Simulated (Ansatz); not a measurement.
# AlH5O4Si: the cost of one run

Method: the settings change from run to run; program: Ansatz 0.2.0, Gaussian basis.

### 1 The relaxed structure

An earlier PBE0-D4 in a triple-zeta def2 set relaxation fixed the geometry.

SMILES `O[Si](O)(O)[O][AlH2]`, 11 atoms, charge 0, spin multiplicity 1.

Atoms are counted from 1 here; the program's logs count them from 0.

Bond lengths: O1–Si2 1.632 Å, O1–H7 0.958 Å, Si2–O3 1.633 Å, Si2–O4 1.637 Å, Si2–O5 1.610 Å, O3–H8 0.958 Å, O4–H9 0.958 Å, O5–Al6 1.690 Å, Al6–H10 1.579 Å, Al6–H11 1.579 Å. Angles: Si2–O1–H7 116.1°, O1–Si2–O3 108.0°, O1–Si2–O4 105.3°, O1–Si2–O5 114.5°, O3–Si2–O4 113.9°, O3–Si2–O5 105.4°, O4–Si2–O5 110.0°, Si2–O3–H8 116.4°, Si2–O4–H9 116.9°, Si2–O5–Al6 152.3°, O5–Al6–H10 116.4°, O5–Al6–H11 119.5°, H10–Al6–H11 124.1°.

As a file:

```mol
AlH5O4Si
  3D, bonds by distance, orders not assigned

 11 10  0  0  0  0  0  0  0  0999 V2000
   -1.4986   -1.2510   -0.5116 O   0  0
   -0.4141   -0.4866    0.4390 Si  0  0
    0.7999   -1.5306    0.7591 O   0  0
   -1.2548   -0.0189    1.7637 O   0  0
    0.2894    0.7899   -0.2455 O   0  0
    1.3269    1.5007   -1.3743 Al  0  0
   -2.4100   -0.9709   -0.4199 H   0  0
    0.5433   -2.4148    1.0236 H   0  0
   -0.8547    0.6541    2.3153 H   0  0
    1.8846    2.9328   -1.0113 H   0  0
    1.6535    0.7385   -2.7176 H   0  0
  1  2  8  0
  2  3  8  0
  2  4  8  0
  2  5  8  0
  5  6  8  0
  1  7  8  0
  3  8  8  0
  4  9  8  0
  6 10  8  0
  6 11  8  0
M  END
```

### 2 MP2/pcseg-2

Set apart from the defaults: density fitting with cc-pVTZ-jkfit, the search for lower states set to off.

Input file in.yaml:

```yaml
crystal:
  periodic: [false, false, false]
  atoms:
    - {symbol: O, position_ang: [-1.498558, -1.251031, -0.511562]}
    - {symbol: Si, position_ang: [-0.414144, -0.486643, 0.439048]}
    - {symbol: O, position_ang: [0.799937, -1.530596, 0.759104]}
    - {symbol: O, position_ang: [-1.254811, -0.018855, 1.763674]}
    - {symbol: O, position_ang: [0.289381, 0.789878, -0.245501]}
    - {symbol: Al, position_ang: [1.326896, 1.500679, -1.374281]}
    - {symbol: H, position_ang: [-2.410049, -0.970905, -0.419873]}
    - {symbol: H, position_ang: [0.543328, -2.414830, 1.023560]}
    - {symbol: H, position_ang: [-0.854722, 0.654053, 2.315347]}
    - {symbol: H, position_ang: [1.884570, 2.932787, -1.011319]}
    - {symbol: H, position_ang: [1.653471, 0.738464, -2.717596]}
basis:
  gaussian: {orbitals: pcseg-2, fitting: {mean_field: cc-pVTZ-jkfit}}
hamiltonian: {xc: {name: HF}}
correlation: {method: mp2}
scf: {lower_state_search: off}
output: {forces: true}
```

Started as:

```console
$ ansatz run in.yaml --threads 4 --pin off --events-out ev --progress --plain --max-ram 10444MiB
```

What time and memory should one allow on 4 threads of AMD EPYC, shared host?

About 11 s, with a peak of 0.59 GiB.
